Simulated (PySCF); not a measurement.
# ZrO₂: relaxation and vibrations of the singlet

The task is one start of a wider search on ZrO₂: the singlet, from a linear start. It is relaxed, tested by its Hessian and followed downhill if it is a saddle.

Program: PySCF 2.14.0. Level of theory: PBE0, basis Zr def2-TZVP with ECP28, O def2-TZVP, scalar-relativistic core potentials, no spin–orbit coupling, density fitting. These are calculated values, not measurements.

### 1 The system as given

3 atoms, charge 0, spin multiplicity 1.

Bond lengths: Zr1–O2 1.840 Å, Zr1–O3 1.840 Å. Angles: O2–Zr1–O3 180.0°.

Coordinates in bohr (charge 0 multiplicity 1):
```
Zr    0.0000    0.0000    0.0000
O     0.0000    0.0000    3.4771
O     0.0000    0.0000   -3.4771
```

### 2 First SCF at the start

One driver script runs all steps and calls PySCF; scf.py shows how it sets up the SCF of each step. The optimiser is the driver's own. After this first run the driver tries any further starts and a stability analysis.

Contents of scf.py:

```python
from pyscf import gto, scf, dft
mol = gto.M(atom='''
Zr     0.000000     0.000000     0.000000
O      0.000000     0.000000     1.840000
O      0.000000     0.000000    -1.840000''',
    basis={'Zr': 'def2-TZVP', 'O': 'def2-TZVP'},
    ecp={'Zr': 'def2-TZVP'},
    charge=0, spin=0)
mf = dft.RKS(mol, xc='PBE0')
mf.grids.atom_grid = (50, 194)
aux = {'Zr': 'def2-universal-JKFIT', 'O': 'def2-universal-JKFIT'}
mf = mf.density_fit(auxbasis=aux)
mf.conv_tol = 1e-08
mf.diis_space = 10
mf.max_cycle = 60
mf.init_guess = 'minao'
mf.verbose = 4
mf.kernel()
```

Started as:

```sh
$ OMP_NUM_THREADS=2 python axn.py task.json out
```

Log:

```text
init E= -191.807436966261
  HOMO = -0.607382800692577  LUMO = -0.450318069924247  gap/eV = 4.27395
cycle= 1 E= -197.009631059136  delta_E= -5.2  |g|= 1.29  |ddm|= 4.66
  HOMO = -0.0794672342722134  LUMO = -0.0716375507313928  gap/eV = 0.21306
cycle= 2 E= -190.279836716198  delta_E= 6.73  |g|= 4.34  |ddm|=  3.4
  HOMO = -0.174950135811841  LUMO = -0.060075339447085  gap/eV = 3.12590
cycle= 3 E= -197.187953589742  delta_E= -6.91  |g|= 0.755  |ddm|= 3.33
  HOMO = -0.247362272982851  LUMO = -0.136838808065584  gap/eV = 3.00750
cycle= 4 E= -197.338212426831  delta_E= -0.15  |g|= 0.247  |ddm|= 0.64
  HOMO = -0.222997759791031  LUMO = -0.129712108763985  gap/eV = 2.53843
cycle= 5 E= -197.352348538785  delta_E= -0.0141  |g|= 0.028  |ddm|= 0.172
  HOMO = -0.222870838387355  LUMO = -0.129473367304668  gap/eV = 2.54147
cycle= 6 E= -197.352485200613  delta_E= -0.000137  |g|= 0.00632  |ddm|= 0.0228
  HOMO = -0.223624270335069  LUMO = -0.129474865898158  gap/eV = 2.56194
cycle= 7 E= -197.352492911585  delta_E= -7.71e-06  |g|= 0.00129  |ddm|= 0.00354
  HOMO = -0.223647170294576  LUMO = -0.129426997675903  gap/eV = 2.56386
cycle= 8 E= -197.352493229567  delta_E= -3.18e-07  |g|= 0.00047  |ddm|= 0.000651
  HOMO = -0.223708226157857  LUMO = -0.129427233129793  gap/eV = 2.56552
cycle= 9 E= -197.352493275037  delta_E= -4.55e-08  |g|= 1.65e-05  |ddm|= 0.000285
  HOMO = -0.223706536891907  LUMO = -0.129425528072741  gap/eV = 2.56552
cycle= 10 E= -197.352493275106  delta_E= -6.95e-11  |g|= 6.1e-06  |ddm|= 1.69e-05
  HOMO = -0.223705440457202  LUMO = -0.129426124141941  gap/eV = 2.56547
Extra cycle  E= -197.352493275064  delta_E= 4.23e-11  |g|= 1.62e-05  |ddm|= 1.14e-05
converged SCF energy = -197.352493275064
```

This step, with its further starts and checks, needed 7.1 s of wall time on 2 threads of Arm Neoverse V2, shared host.

The starts that the driver tried:

| start | energy (Eh) |
| --- | --- |
| the minimal-basis guess | -197.352493 |
| a thermally smeared density | -197.352493 |
| a smeared PBE density | -197.352493 |

No lower closed-shell solution turned up from the other starts or in the test of internal stability.

### 3 Relaxation: linear start, singlet

The program finds D∞h symmetry in the start, which this walk keeps. The walk stops when the largest gradient is under 0.0003 Eh/bohr and the energy has settled too.

Edit scf.py of step 2 so:

```diff
@@ -16 +15,0 @@
-mf.init_guess = 'minao'
```

Energy and gradient, step by step:

```
step  energy (Eh)  change (kJ/mol)  largest symmetric gradient (Eh/bohr)
   0  -197.352493             0.00                               0.00584
   1  -197.352559            -0.17                               0.00163
   2  -197.352564            -0.19                               0.00003
```

The walk took 4.4 s.

Positions (Å) and forces (eV/Å) along the way:

```
step 0
Zr   0.000   0.000   0.000   0.000   0.000   0.000
O    0.000   0.000   1.840   0.000   0.000   0.300
O    0.000   0.000  -1.840   0.000   0.000  -0.300
step 1
Zr   0.000   0.000   0.000   0.000   0.000   0.000
O    0.000   0.000   1.848   0.000   0.000  -0.084
O    0.000   0.000  -1.848   0.000   0.000   0.084
step 2
Zr   0.000   0.000   0.000   0.000   0.000   0.001
O    0.000   0.000   1.847   0.000   0.000  -0.002
O    0.000   0.000  -1.847   0.000   0.000   0.001
```

End point (D∞h, 2 steps, 0.2 kJ/mol gained): Zr–O 1.847 Å (×2); O–Zr–O 180.0°.

### 4 Frequencies

On the finer grid the gradient is checked again; gradients at displacements of ±0.02 bohr then give force constants and infrared intensities.

Edit scf.py of step 3 so:

```diff
@@ -3,3 +3,3 @@
-Zr     0.000000     0.000000     0.000000
-O      0.000000     0.000000     1.840000
-O      0.000000     0.000000    -1.840000''',
+Zr    -0.000000    -0.000000     0.000000
+O      0.000000    -0.000000     1.846624
+O      0.000000     0.000000    -1.846624''',
@@ -10 +10 @@
-mf.grids.atom_grid = (50, 194)
+mf.grids.atom_grid = (75, 302)
@@ -13 +13 @@
-mf.conv_tol = 1e-08
+mf.conv_tol = 1e-10
```

This SCF starts from the last density.

SCF at the final geometry:

```text
init E= -197.35251173813
  HOMO = -0.225008797206264  LUMO = -0.130229594735722  gap/eV = 2.57907
cycle= 1 E= -197.35251173808  delta_E= 5.04e-11  |g|= 1.7e-05  |ddm|= 1.17e-05
  HOMO = -0.225005516579959  LUMO = -0.13023074644743  gap/eV = 2.57895
cycle= 2 E= -197.352511737663  delta_E= 4.17e-10  |g|= 4.9e-05  |ddm|= 3.18e-05
  HOMO = -0.225008018027367  LUMO = -0.13023006955737  gap/eV = 2.57904
cycle= 3 E= -197.352511738135  delta_E= -4.72e-10  |g|= 4.02e-06  |ddm|= 2.39e-05
  HOMO = -0.225008090444177  LUMO = -0.130230014273209  gap/eV = 2.57904
cycle= 4 E= -197.352511738138  delta_E= -3.64e-12  |g|= 3.55e-07  |ddm|= 2.15e-06
  HOMO = -0.225008005500619  LUMO = -0.130229948463298  gap/eV = 2.57904
Extra cycle  E= -197.352511738138  delta_E= 5.12e-13  |g|= 8.05e-07  |ddm|= 6.98e-07
converged SCF energy = -197.352511738138
```

The whole step took 17 s.

Geometry: D∞h; Zr–O 1.847 Å (×2); O–Zr–O 180.0°.

Harmonic modes (main isotopes):

| symmetry | ω (cm⁻¹) | IR (km/mol) |
| --- | --- | --- |
| πu | 349i | 509 |
| σu+ | 732 | 1021 |
| σg+ | 879 | 0.0 |

2 modes are imaginary, the largest at 349i cm⁻¹: a saddle point, not a minimum.

Properties at this point:

```
Dipole moment                                                   : 0.00 D
Highest occupied level                                          : -6.12 eV
Lowest empty level                                              : -3.54 eV
Rotational constants                                            : 0.1545 cm⁻¹
Zero-point energy (real modes)                                  : 9.6 kJ/mol
Principal polarisabilities                                      : 37.2, 37.2, 67.1 bohr³
Atomisation energy without zero-point energy                    : 1137 kJ/mol
Principal traceless quadrupole moments about the centre of mass : -31.12, 15.56, 15.56 D Å
```

Populations by atom (charges in e):

```csv
atom,Mulliken,Löwdin,polar tensor,Mayer order to Zr1
Zr1,1.42,0.97,3.31,–
"O2,3",-0.71,-0.49,-1.66,1.85
```

Mulliken populations on Zr1 (outside its core potential): s 2.06, p 6.40, d 1.96, f 0.15.

### 5 Leaving the saddle point

The atoms are moved a little along the softest imaginary mode and relaxed again.

The program finds C2v symmetry in the start, which this walk keeps.

Edit scf.py of step 4 so:

```diff
@@ -3,3 +3,3 @@
-Zr    -0.000000    -0.000000     0.000000
-O      0.000000    -0.000000     1.846624
-O      0.000000     0.000000    -1.846624''',
+Zr     0.000000     0.042698     0.000000
+O     -0.000000    -0.120000     1.846624
+O      0.000000    -0.120000    -1.846624''',
@@ -10 +10 @@
-mf.grids.atom_grid = (75, 302)
+mf.grids.atom_grid = (50, 194)
@@ -13 +13 @@
-mf.conv_tol = 1e-10
+mf.conv_tol = 1e-08
```

Steps of the walk:

| step | energy (Eh) | change (kJ/mol) | largest symmetric gradient (Eh/bohr) |
| --- | --- | --- | --- |
| 0 | -197.357227 | 0.00 | 0.02804 |
| 1 | -197.370419 | -34.64 | 0.04471 |
| 2 | -197.392714 | -93.17 | 0.04783 |
| 3 | -197.407807 | -132.80 | 0.08182 |
| 4 | -197.425501 | -179.25 | 0.04742 |
| 5 | -197.436706 | -208.67 | 0.02753 |
| 6 | -197.438525 | -213.45 | 0.00512 |
| 7 | -197.438556 | -213.53 | 0.00011 |
| 8 | -197.438557 | -213.53 | 0.00001 |

The walk took 15 s.

Positions (Å) and forces (eV/Å) along the way:

```
step 0
Zr   0.000   0.043   0.000   0.000   1.442   0.000
O    0.000  -0.120   1.847   0.000  -0.721  -0.560
O    0.000  -0.120  -1.847   0.000  -0.721   0.560
step 1
Zr   0.000   0.152   0.000   0.000   2.299   0.000
O    0.000  -0.174   1.817   0.000  -1.150  -0.869
O    0.000  -0.174  -1.817   0.000  -1.150   0.869
step 4
Zr   0.000   0.525   0.000   0.000  -1.180   0.000
O    0.000  -0.361   1.606   0.000   0.590  -2.439
O    0.000  -0.361  -1.606   0.000   0.590   2.439
step 8
Zr   0.000   0.626   0.000   0.000  -0.001  -0.001
O    0.000  -0.411   1.424   0.000   0.000   0.000
O    0.000  -0.411  -1.424   0.000   0.001   0.000
```

It settles in C2v symmetry, 213.5 kJ/mol below the start, after 8 steps: Zr–O 1.761 Å (×2); O–Zr–O 107.9°.

### 6 Vibrations and properties at this point

The same treatment as at the point before.

Edit scf.py of step 5 so:

```diff
@@ -3,3 +3,3 @@
-Zr     0.000000     0.042698     0.000000
-O     -0.000000    -0.120000     1.846624
-O      0.000000    -0.120000    -1.846624''',
+Zr     0.000000     0.271171    -0.000000
+O     -0.000000    -0.764345     1.425079
+O     -0.000000    -0.764345    -1.425079''',
@@ -10 +10 @@
-mf.grids.atom_grid = (50, 194)
+mf.grids.atom_grid = (75, 302)
@@ -13 +13 @@
-mf.conv_tol = 1e-08
+mf.conv_tol = 1e-10
```

SCF at the final geometry:

```text
init E= -197.438674205175
  HOMO = -0.248363764016155  LUMO = -0.106577405079534  gap/eV = 3.85820
cycle= 1 E= -197.438674205171  delta_E= 3.3e-12  |g|= 4.39e-06  |ddm|= 2.79e-06
  HOMO = -0.248363157815156  LUMO = -0.106577562616483  gap/eV = 3.85818
Extra cycle  E= -197.438674205139  delta_E= 3.22e-11  |g|= 1.35e-05  |ddm|= 8.22e-06
converged SCF energy = -197.438674205139
```

The whole step needed 25 s of wall time on 2 threads of Arm Neoverse V2, shared host.

Geometry: C2v; Zr–O 1.762 Å (×2); O–Zr–O 108.0°.

Harmonic modes (main isotopes):

```tsv
symmetry	ω (cm⁻¹)	IR (km/mol)	μ (u)	type
a1	312	10.3	17.98	bend
b2	890	377	18.94	stretch
a1	962	58.9	17.88	stretch
```

No imaginary mode, so this is a minimum.

Properties at this point:

```yaml
Dipole_moment: 7.92 D
Highest_occupied_level: -6.76 eV
Lowest_empty_level: -2.90 eV
Rotational_constants: 0.6663, 0.2595, 0.1868 cm⁻¹
Zero-point_energy: 12.9 kJ/mol
Principal_polarisabilities: 22.5, 34.5, 51.7 bohr³
Atomisation_energy_without_zero-point_energy: 1364 kJ/mol
Principal_traceless_quadrupole_moments_about_the_centre_of_mass: -14.99, 4.19, 10.80 D Å
Entropy_at_298.15_K_and_1_bar: 267.7 J/(mol K)
Heat_capacity_Cp_at_298.15_K: 44.1 J/(mol K)
Enthalpy_at_298.15_K_above_0_K: 11.24 kJ/mol
Rotational_symmetry_number: 2
```

Populations by atom (charges in e):

```json
{"atom": "Zr1", "Mulliken": "1.25", "Löwdin": "0.75", "polar tensor": "1.93", "Mayer order to Zr1": "–"}
{"atom": "O2,3", "Mulliken": "-0.63", "Löwdin": "-0.37", "polar tensor": "-0.97", "Mayer order to Zr1": "2.03"}
```

Outer orbital energies (eV). occupied: -22.92, -22.49, -9.02, -8.65, -8.46, -8.00, -7.56, -6.76; empty: -2.90, -1.51, -1.29, 0.18.

Mulliken populations on Zr1 (outside its core potential): s 2.08, p 6.13, d 2.42, f 0.11.

### 7 Stability of the closed shell

At the lowest minimum the closed shell is tested against spin polarisation, on the (50, 194) grid. It is stable.

### 8 The points found, side by side

| spin | group | bonds | imaginary modes (cm⁻¹) | ΔE (kJ/mol) | with zero-point energy |
| --- | --- | --- | --- | --- | --- |
| singlet | C2v | Zr–O 1.762 Å (×2) | none | 0.0 | 0.0 |
| singlet | D∞h | Zr–O 1.847 Å (×2) | 349i, 349i | 226.2 | – |

### 9 Summary of results

| quantity | value |
| --- | --- |
| minimum | singlet, C2v |
| geometry | Zr–O 1.762 Å (×2); O–Zr–O 108.0° |
| wavenumbers (cm⁻¹) | 312 (a1), 890 (b2), 962 (a1) |
| dipole moment | 7.92 D |
| highest occupied, lowest empty level | -6.76, -2.90 eV |
| polar-tensor charge of Zr1 | +1.93 e |
| zero-point energy | 12.9 kJ/mol |
| entropy at 298.15 K | 267.7 J/(mol K) |
| atomisation energy (no zero-point energy) | 1364 kJ/mol |

What this shows: From D∞h at the start the molecule goes to a C2v minimum, after a stop at a second-order saddle point 226.2 kJ/mol higher, from which it was pushed off along an imaginary mode. In the infrared the band at 890 cm⁻¹ (b2, stretch) leads. With 7.9 D the molecule is strongly polar. Other starts or spin states, not run here, may lie lower.

The search up to here took 71 s.
